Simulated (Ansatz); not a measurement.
**HSeO+ (SMILES [OH+]=[Se]): one structure at several levels**

One table from this session's results is given with a row withheld; the runs are named, their logs left out.

Method: single points in def2-TZVPP; program: Ansatz 0.2.0, Gaussian basis.

Correlated methods freeze the cores. Filled d shells of the heavier atoms are correlated.

## The starting structure

3 atoms, charge 1, spin multiplicity 1.

Atoms are counted from 1 here; the program's logs count them from 0.

Bond lengths: O1–Se2 1.628 Å, O1–H3 0.968 Å. Angles: Se2–O1–H3 120.0°.

Geometry (Å):

```
O     0.0925   -0.4373    0.0077
Se    0.6828    1.0035    0.4825
H    -0.7500   -0.4826   -0.4676
```

The first run:

run/in.yaml

```yaml
crystal:
  periodic: [false, false, false]
  atoms:
    - {symbol: O, position_ang: [0.092532, -0.437288, 0.007666]}
    - {symbol: Se, position_ang: [0.682845, 1.003451, 0.482524]}
    - {symbol: H, position_ang: [-0.749954, -0.482615, -0.467568]}
basis:
  gaussian: {orbitals: def2-TZVPP}
total_charge: 1
hamiltonian: {xc: pbe, dispersion: d4}
output: {forces: true}
```

The run is started by

```bash
ansatz run in.yaml --threads 2 --pin off --events-out ev --progress --plain --max-ram 3481MiB
```

Among the steps run: PBE-D4/def2-TZVPP; r2SCAN-D4/def2-TZVPP; PBE0-D4/def2-TZVPP; wB97M-V/def2-TZVPP; CCSD(T)/def2-TZVPP.

One of the session's tables, all rows but one given; the rest of the session is left out.

```
   method  RMS force component (eV/Å)  angle to CCSD(T) forces (°)
   PBE-D4                       1.573                          7.3
r2SCAN-D4                           ?                            ?
  PBE0-D4                       1.042                          2.6
  wB97M-V                       1.029                          2.3
  CCSD(T)                       1.317                    reference
```

Estimate the missing values for r2SCAN-D4.

As computed: RMS force component (eV/Å): 1.245; angle to CCSD(T) forces (°): 3.8. In the column «RMS force component (eV/Å)» it lies between PBE0-D4 (1.042) and CCSD(T) (1.317).
